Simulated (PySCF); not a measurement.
# C₄HBF₂: electronic excitations and core binding energies

Aim: predict the electronic excitations and core binding energies of C₄HBF₂ (`C#CC#CB(F)F`).

Computed with PySCF 2.14.0, with density-fitted response routines of our own, on a single molecule in the gas phase. Atoms count from 0, in the outputs and in this text.

### 1 The starting structure

8 atoms, charge 0, multiplicity 1; geometry from: GFN2-xTB.

Bonds of the start (Å): C0–C1 1.21, C1–C2 1.36, C2–C3 1.21, C3–B4 1.51, B4–F5 1.32, B4–F6 1.32, C0–H7 1.05.

### 2 TDDFT and polarisability: CAM-B3LYP/def2-SVPD

The job: settings as JSON, then the geometry in Å.

```
{"job": {"kind": "uv", "xc": "CAM-B3LYP", "basis": "def2-SVPD", "nstates": 8, "ntriplets": 3}, "charge": 0, "multiplicity": 1}
C      2.867635    -0.342063     1.075708
C      1.703927    -0.204914     0.792102
C      0.395329    -0.049532     0.474231
C     -0.776453     0.091523     0.186893
B     -2.230663     0.268503    -0.168848
F     -2.762870     1.451519    -0.404568
F     -3.067756    -0.745100    -0.269534
H      3.879908    -0.460523     1.324285
```

Method: TDDFT CAM-B3LYP/def2-SVPD, vertical, gas phase, core orbitals frozen in the response.

Run with:

```
$ OMP_NUM_THREADS=1 python probes_run.py task.json out
```

This one command runs all jobs of the session in turn.

Standard output:

```text
coarse grid: 8224 points
cycle   1  E = -377.0085775009  dE =  1.133e+00  |g| = 6.374e-01  |ddm| = 3.051e+01
cycle   2  E = -377.0029723798  dE =  5.605e-03  |g| = 7.460e-01  |ddm| = 3.075e+00
cycle   3  E = -377.0880724534  dE = -8.510e-02  |g| = 5.679e-02  |ddm| = 2.353e+00
cycle   4  E = -377.0886931408  dE = -6.207e-04  |g| = 2.118e-02  |ddm| = 3.395e-01
cycle   5  E = -377.0887735894  dE = -8.045e-05  |g| = 1.286e-02  |ddm| = 2.189e-01
cycle   6  E = -377.0888169667  dE = -4.338e-05  |g| = 2.205e-03  |ddm| = 3.131e-02
cycle   7  E = -377.0888186348  dE = -1.668e-06  |g| = 5.343e-04  |ddm| = 2.001e-02
final grid: 84624 points
cycle   8  E = -377.1500744568  dE = -4.032e-05  |g| = 2.105e-03  |ddm| = 2.425e-01
cycle   9  E = -377.1500747908  dE = -3.340e-07  |g| = 1.841e-03  |ddm| = 2.774e-02
cycle  10  E = -377.1500753778  dE = -5.870e-07  |g| = 5.696e-04  |ddm| = 6.778e-03
cycle  11  E = -377.1500754416  dE = -6.379e-08  |g| = 2.662e-04  |ddm| = 2.325e-03
cycle  12  E = -377.1500754600  dE = -1.837e-08  |g| = 7.806e-05  |ddm| = 7.487e-04
cycle  13  E = -377.1500754617  dE = -1.745e-09  |g| = 1.779e-05  |ddm| = 3.350e-04
cycle  14  E = -377.1500754623  dE = -5.896e-10  |g| = 1.045e-05  |ddm| = 8.616e-05
converged SCF energy = -377.1500754623

Static polarisability (au): isotropic 63.856, principal 35.863 39.947 115.756

Singlet excitations
state   eV       nm        f      main configurations
  1   4.0292    307.7   0.00000   H->L 0.96
  2   4.5848    270.4   0.02536   H-1->L 0.59, H->L+1 0.38
  3   4.9479    250.6   0.00000   H-1->L+1 0.97
  4   6.6452    186.6   0.00000   H-2->L 0.77, H->L+4 0.16
  5   7.1016    174.6   0.35214   H-3->L 0.41, H-2->L+1 0.25, H->L+1 0.12
  6   7.4646    166.1   0.00000   H-3->L+1 0.87
  7   7.5036    165.2   1.41640   H->L+1 0.38, H-1->L 0.29, H-3->L 0.18
  8   7.5577    164.1   0.00016   H->L+2 0.77, H->L+3 0.13

Triplet excitations (Tamm-Dancoff, eV): 3.4933 3.7175 4.0304
```

Wall time 32 s (1 thread of Intel Xeon Platinum 8259CL at 2.50GHz, shared host); peak memory 0.67 GiB.

Frontier orbitals and where they lie:

```tsv
orbital	eV	atoms
HOMO−3	-12.35	C2 30 %, C1 29 %, C3 18 %
HOMO−2	-12.30	C1 30 %, C2 29 %, C0 18 %
HOMO−1	-9.56	C3 26 %, C0 25 %, C1 21 %
HOMO	-9.41	C0 26 %, C3 25 %, C2 21 %
LUMO	-1.30	C3 20 %, C2 19 %, B4 18 %
LUMO+1	-0.38	C3 24 %, C0 23 %, C2 19 %
LUMO+2	0.94	B4 57 %, C2 11 %, C3 9 %
```

With each of the 8 states as a Gaussian band of 0.4 eV half-width at 1/e, the curve within the window shown has maxima at 271 nm (ε 1,000), 166 nm (ε 63,000) L/(mol cm). Beyond the last state computed it falls off for lack of states. The curve at chosen wavelengths:

```
 nm  ε (L/mol/cm)
158         26597
166         62998
174         38615
182         11795
190          2046
199           136
207             7
215             0
223             3
231            21
239           102
247           308
255           626
264           945
272          1023
280           886
288           637
296           391
304           211
312           102
320            45
329            16
337             6
345             2
353             1
361             0
```

Leading natural transition orbitals of singlet state 7: the hole lies on C0, C1 about 45 % each; the particle on B4 30 %; C2 22 %; C3 16 %.

Leading natural transition orbitals of singlet state 1: the hole lies on C3 33 %; C0, C2 about 24 % each; C1 14 %; the particle on C0, C2, C3 about 21 % each; B4 16 %; C1 10 %.

Ground-state properties from the same run:

```tsv
property	computed
dipole moment (D)	2.81
polarisability (Å³)	9.46
HOMO–LUMO gap (eV)	8.11
−ε(HOMO) (eV)	9.41
```

The fields below are evaluated on a grid from the run's orbitals.

Frontier orbitals at CAM-B3LYP/def2-SVPD, with the share of their density that lies nearest to each atom:

```tsv
orbital	energy (eV)	lies on
HOMO	-9.41	C0, C3 about 30 % each; C1, C2 about 17 % each
LUMO	-1.30	B4 22 %; C0, C2, C3 about 19 % each; C1 8 %
```

ELF in a plane through or near 8 of the atoms.

Ten even steps from '0' (0.00) to '9' (1.00):
```
0000000000000000000000000000
0000000000000000000000000000
0000000000000000000000000000
0000000000000000001210000000
0000000011000010004653100000
0000000232100221005885200000
0000012555312554106848400000
0000255677534776416768500000
0002899578577685763886300000
0005999327474486587120000000
0006999237574385697220000000
0002999678577785763886300000
0000245677534776416648500000
0000012555312554106758400000
0000000232100221005885200000
0000000011000010004653100000
0000000000000000001210000000
0000000000000000000000000000
0000000000000000000000000000
0000000000000000000000000000
```
The map spans 13.2 Å across and 7.4 Å up, centred on the molecule. Atoms in the plane (x, y in Å): C0 (-3.0, 0.0), C1 (-1.8, 0.0), C2 (-0.4, 0.0), C3 (0.8, 0.0), B4 (2.3, 0.0), F5 (3.0, 1.1), F6 (3.0, -1.1), H7 (-4.0, 0.0).

log10 of the density (e/Å³) in the same plane.

Ten even steps from '0' (-4.0) to '9' (1.9):
```
0000000000000000000000000000
0000000000000000000110000000
0000000000000000011221100000
0000001111111111123343200000
0000112233222232234554310000
0000123333333333345665421000
0001234444444444446886521000
0002345555555555556896531000
0013456666666666666776421000
0013467877977878769765421000
0013467887877879769765421000
0013456666666666666776421000
0002345555555555556896531000
0001234444444444446886521000
0000123333333333335665421000
0000112233222332234554310000
0000001111111111123343200000
0000000000000000011221100000
0000000000000000000110000000
0000000000000000000000000000
```
The map spans 13.2 Å across and 7.4 Å up, centred on the molecule. Atoms in the plane (x, y in Å): C0 (-3.0, 0.0), C1 (-1.8, 0.0), C2 (-0.4, 0.0), C3 (0.8, 0.0), B4 (2.3, 0.0), F5 (3.0, 1.1), F6 (3.0, -1.1), H7 (-4.0, 0.0).

On the surface of density 0.002 e/bohr³ the electrostatic potential runs, from the 1st to the 99th percentile, from -0.65 V near F5 to 2.03 V near H7.

### 3 Core-electron binding energies: SCAN, X2C

Same as in step 2 but for these lines:

```diff
@@ -1,2 +1,2 @@
-{"job": {"kind": "uv", "xc": "CAM-B3LYP", "basis": "def2-SVPD", "nstates": 8, "ntriplets": 3}, "charge": 0, "multiplicity": 1}
+{"job": {"kind": "xps"}, "charge": 0, "multiplicity": 1}
 C      2.867635    -0.342063     1.075708
```

Level: delta-SCF UKS SCAN, pcX-2 on the ionised atom, pcseg-1 elsewhere, spin-free X2C.

Standard output:

```text
ground state, core basis on atom 0 (C), 134 functions
  cycle   1  E = -377.52757837  |g| = 6.58e-01
  cycle   2  E = -377.44222084  |g| = 9.95e-01
  cycle   3  E = -377.60474909  |g| = 1.50e-01
  cycle   4  E = -377.60840968  |g| = 7.99e-02
  cycle   5  E = -377.61015853  |g| = 3.03e-02
  cycle   6  E = -377.61041791  |g| = 5.66e-03
  cycle   7  E = -377.61041818  |g| = 5.86e-03
  cycle   8  E = -377.61042726  |g| = 6.17e-04
  cycle   9  E = -377.61042589  |g| = 2.00e-04
  E(ground) = -377.60708870 Eh
hole in C 1s of atom 0
  cycle   1  E = -366.32027513  |g| = 1.51e+00
  cycle   2  E = -364.00164770  |g| = 2.36e+00
  cycle   3  E = -366.29793022  |g| = 9.99e-01
  cycle   4  E = -366.72959846  |g| = 5.34e-01
  cycle   5  E = -366.79947208  |g| = 4.54e-01
  cycle   6  E = -366.90668413  |g| = 9.11e-02
  cycle   7  E = -366.90980629  |g| = 5.74e-02
  cycle   8  E = -366.91149475  |g| = 1.24e-02
  cycle   9  E = -366.91186539  |g| = 9.95e-03
  cycle  10  E = -366.91218010  |g| = 8.30e-03
  cycle  11  E = -366.91242035  |g| = 7.09e-03
  cycle  12  E = -366.91259709  |g| = 2.78e-03
  cycle  13  E = -366.91262569  |g| = 1.46e-03
  cycle  14  E = -366.91263787  |g| = 9.08e-04
  cycle  15  E = -366.91264017  |g| = 8.77e-04
  cycle  16  E = -366.91264051  |g| = 5.40e-04
  cycle  17  E = -366.91264067  |g| = 3.95e-04
  E(ion) = -366.90849160 Eh   <S^2> = 0.9333   hole on atom = 1.000   binding energy = 291.124 eV
ground state, core basis on atom 1 (C), 134 functions
  cycle   1  E = -377.61231106  |g| = 6.41e-02
  cycle   2  E = -377.61012354  |g| = 9.07e-02
  cycle   3  E = -377.61150249  |g| = 5.82e-02
  cycle   4  E = -377.61251197  |g| = 1.65e-02
  cycle   5  E = -377.61258347  |g| = 5.00e-03
  cycle   6  E = -377.61258988  |g| = 7.40e-04
  cycle   7  E = -377.61259085  |g| = 2.02e-04
  E(ground) = -377.60934265 Eh
hole in C 1s of atom 1
  cycle   1  E = -366.31568255  |g| = 1.51e+00
  cycle   2  E = -364.86223900  |g| = 2.14e+00
  cycle   3  E = -366.47738743  |g| = 8.28e-01
  cycle   4  E = -366.63401003  |g| = 6.24e-01
  cycle   5  E = -366.82112365  |g| = 3.24e-01
  cycle   6  E = -366.87299018  |g| = 1.21e-01
  cycle   7  E = -366.88179546  |g| = 4.18e-02
  cycle   8  E = -366.88289825  |g| = 2.21e-02
  cycle   9  E = -366.88353258  |g| = 1.33e-02
  cycle  10  E = -366.88412283  |g| = 1.06e-02
  cycle  11  E = -366.88476555  |g| = 7.77e-03
  cycle  12  E = -366.88508821  |g| = 5.09e-03
  cycle  13  E = -366.88521331  |g| = 4.59e-03
  cycle  14  E = -366.88524010  |g| = 2.25e-03
  cycle  15  E = -366.88524824  |g| = 9.49e-04
  cycle  16  E = -366.88525024  |g| = 5.60e-04
  cycle  17  E = -366.88525068  |g| = 4.67e-04
  E(ion) = -366.88041569 Eh   <S^2> = 0.9780   hole on atom = 1.000   binding energy = 291.949 eV
ground state, core basis on atom 2 (C), 134 functions
  cycle   1  E = -377.61186659  |g| = 6.03e-02
  cycle   2  E = -377.61096962  |g| = 6.00e-02
  cycle   3  E = -377.61059401  |g| = 6.66e-02
  cycle   4  E = -377.61196406  |g| = 1.35e-02
  cycle   5  E = -377.61201651  |g| = 4.47e-03
  cycle   6  E = -377.61202100  |g| = 7.22e-04
  cycle   7  E = -377.61202158  |g| = 1.75e-04
  E(ground) = -377.60884392 Eh
hole in C 1s of atom 2
  cycle   1  E = -366.30753004  |g| = 1.51e+00
  cycle   2  E = -365.08924701  |g| = 2.07e+00
  cycle   3  E = -366.55305951  |g| = 8.19e-01
  cycle   4  E = -366.76648935  |g| = 4.34e-01
  cycle   5  E = -366.81462435  |g| = 3.26e-01
  cycle   6  E = -366.87029273  |g| = 1.27e-01
  cycle   7  E = -366.88044297  |g| = 3.38e-02
  cycle   8  E = -366.88134803  |g| = 1.79e-02
  cycle   9  E = -366.88184450  |g| = 1.32e-02
  cycle  10  E = -366.88241225  |g| = 1.06e-02
  cycle  11  E = -366.88309917  |g| = 7.85e-03
  cycle  12  E = -366.88347604  |g| = 4.95e-03
  cycle  13  E = -366.88359027  |g| = 2.92e-03
  cycle  14  E = -366.88362501  |g| = 3.03e-03
  cycle  15  E = -366.88362891  |g| = 1.27e-03
  cycle  16  E = -366.88362857  |g| = 1.15e-03
  cycle  17  E = -366.88363221  |g| = 6.64e-04
  cycle  18  E = -366.88363205  |g| = 5.84e-04
  cycle  19  E = -366.88363237  |g| = 4.91e-04
  E(ion) = -366.87895947 Eh   <S^2> = 1.0014   hole on atom = 1.000   binding energy = 291.975 eV
ground state, core basis on atom 3 (C), 134 functions
  cycle   1  E = -377.61039973  |g| = 6.38e-02
  cycle   2  E = -377.60850231  |g| = 8.80e-02
  cycle   3  E = -377.60962257  |g| = 5.83e-02
  cycle   4  E = -377.61058166  |g| = 1.50e-02
  cycle   5  E = -377.61064518  |g| = 5.63e-03
  cycle   6  E = -377.61065415  |g| = 8.53e-04
  cycle   7  E = -377.61065292  |g| = 2.07e-04
  E(ground) = -377.60750468 Eh
hole in C 1s of atom 3
  cycle   1  E = -366.33811948  |g| = 1.51e+00
  cycle   2  E = -363.89391526  |g| = 2.44e+00
  cycle   3  E = -366.33412834  |g| = 9.82e-01
  cycle   4  E = -366.75178523  |g| = 5.11e-01
  cycle   5  E = -366.82442266  |g| = 4.29e-01
  cycle   6  E = -366.92064056  |g| = 8.62e-02
  cycle   7  E = -366.92329733  |g| = 5.25e-02
  cycle   8  E = -366.92477089  |g| = 1.15e-02
  cycle   9  E = -366.92505846  |g| = 9.90e-03
  cycle  10  E = -366.92526992  |g| = 8.15e-03
  cycle  11  E = -366.92550837  |g| = 5.60e-03
  cycle  12  E = -366.92565088  |g| = 3.27e-03
  cycle  13  E = -366.92568090  |g| = 1.34e-03
  cycle  14  E = -366.92568834  |g| = 8.21e-04
  cycle  15  E = -366.92569093  |g| = 6.42e-04
  cycle  16  E = -366.92569077  |g| = 3.47e-04
  E(ion) = -366.92126206 Eh   <S^2> = 0.9023   hole on atom = 1.000   binding energy = 290.787 eV
ground state, core basis on atom 4 (B), 134 functions
  cycle   1  E = -377.60769906  |g| = 6.51e-02
  cycle   2  E = -377.60466381  |g| = 1.16e-01
  cycle   3  E = -377.60753408  |g| = 4.87e-02
  cycle   4  E = -377.60816717  |g| = 2.01e-02
  cycle   5  E = -377.60825464  |g| = 5.87e-03
  cycle   6  E = -377.60826156  |g| = 2.66e-03
  cycle   7  E = -377.60826387  |g| = 3.01e-04
  E(ground) = -377.60601447 Eh
hole in B 1s of atom 4
  cycle   1  E = -369.87535520  |g| = 1.17e+00
  cycle   2  E = -366.82429746  |g| = 2.39e+00
  cycle   3  E = -369.63812325  |g| = 9.13e-01
  cycle   4  E = -370.01085502  |g| = 6.25e-01
  cycle   5  E = -370.23279707  |g| = 2.45e-01
  cycle   6  E = -370.23528900  |g| = 2.45e-01
  cycle   7  E = -370.26808407  |g| = 5.18e-02
  cycle   8  E = -370.26957883  |g| = 2.60e-02
  cycle   9  E = -370.26994788  |g| = 9.88e-03
  cycle  10  E = -370.27007925  |g| = 7.14e-03
  cycle  11  E = -370.27018992  |g| = 5.17e-03
  cycle  12  E = -370.27024726  |g| = 2.89e-03
  cycle  13  E = -370.27026681  |g| = 1.25e-03
  cycle  14  E = -370.27027013  |g| = 1.24e-03
  cycle  15  E = -370.27027128  |g| = 5.67e-04
  cycle  16  E = -370.27027253  |g| = 4.95e-04
  E(ion) = -370.27118437 Eh   <S^2> = 0.8910   hole on atom = 1.000   binding energy = 199.591 eV
ground state, core basis on atom 5 (F), 134 functions
  cycle   1  E = -377.64951665  |g| = 1.23e-01
  cycle   2  E = -377.64837526  |g| = 9.53e-02
  cycle   3  E = -377.64819395  |g| = 8.72e-02
  cycle   4  E = -377.64924073  |g| = 4.55e-02
  cycle   5  E = -377.64984840  |g| = 2.25e-03
  cycle   6  E = -377.64984622  |g| = 1.18e-03
  cycle   7  E = -377.64984826  |g| = 4.43e-04
  E(ground) = -377.64896116 Eh
hole in F 1s of atom 5
  cycle   1  E = -351.26925117  |g| = 2.58e+00
  cycle   2  E = -350.59615577  |g| = 2.31e+00
  cycle   3  E = -351.38020093  |g| = 1.03e+00
  cycle   4  E = -351.54026713  |g| = 9.52e-01
  cycle   5  E = -352.12864805  |g| = 2.21e-01
  cycle   6  E = -352.09635357  |g| = 3.29e-01
  cycle   7  E = -352.15629536  |g| = 6.18e-02
  cycle   8  E = -352.15811053  |g| = 1.45e-02
  cycle   9  E = -352.15820722  |g| = 3.53e-03
  cycle  10  E = -352.15821254  |g| = 2.20e-03
  cycle  11  E = -352.15821538  |g| = 9.91e-04
  cycle  12  E = -352.15821734  |g| = 2.95e-04
  E(ion) = -352.16532611 Eh   <S^2> = 0.7564   hole on atom = 1.000   binding energy = 693.445 eV
```

Run time: 98 s. Hardware: 1 thread of Intel Xeon Platinum 8259CL at 2.50GHz, shared host; peak memory 0.47 GiB.

The holes in one table. −ε is the ground-state orbital energy:

```tsv
hole	stands for	environment	ΔSCF (eV)	−ε (eV)	⟨S²⟩
C1s on C0	C0	terminal alkyne carbon	291.12 (doubtful)	274.9	0.933
C1s on C1	C1	alkyne carbon	291.95 (doubtful)	275.0	0.978
C1s on C2	C2	alkyne carbon	291.98 (doubtful)	275.2	1.001
C1s on C3	C3	alkyne carbon	290.79 (doubtful)	274.4	0.902
B1s on B4	B4	boron bonded to C, 2 F	199.59 (doubtful)	183.5	0.891
F1s on F5	F5, F6	fluorine bonded to B	693.45	667.4	0.756
```

Each hole run stands for the others of its class of like atoms.

Doubtful: the ion did not converge, its hole moved, or its ⟨S²⟩ is well above 0.75.

### 4 Results

| quantity | value |
| --- | --- |
| lowest singlet (CAM-B3LYP/def2-SVPD) | 4.03 eV (308 nm), f = 0.000 |
| brightest single state of those computed | state 7, 7.50 eV, f = 1.416 |
| lowest triplet | 3.49 eV |
| surface potential, 1st and 99th percentile | -0.65 V and 2.03 V |
| F1s binding energies, SCAN/pcX-2 | F5 693.45 eV |

**Reading.** The lowest singlet, at 4.03 eV, is HOMO→LUMO 0.96 and is dark; of the 8 states computed, the strongest absorption comes from state 7 at 7.50 eV. The lowest triplet lies 0.54 eV below the lowest singlet (triplets in Tamm-Dancoff, singlets in full TDDFT). By nearest atom (CAM-B3LYP/def2-SVPD), the HOMO sits on C0, C3 about 30 % each; C1, C2 about 17 % each and the LUMO on B4 22 %; C0, C2, C3 about 19 % each.
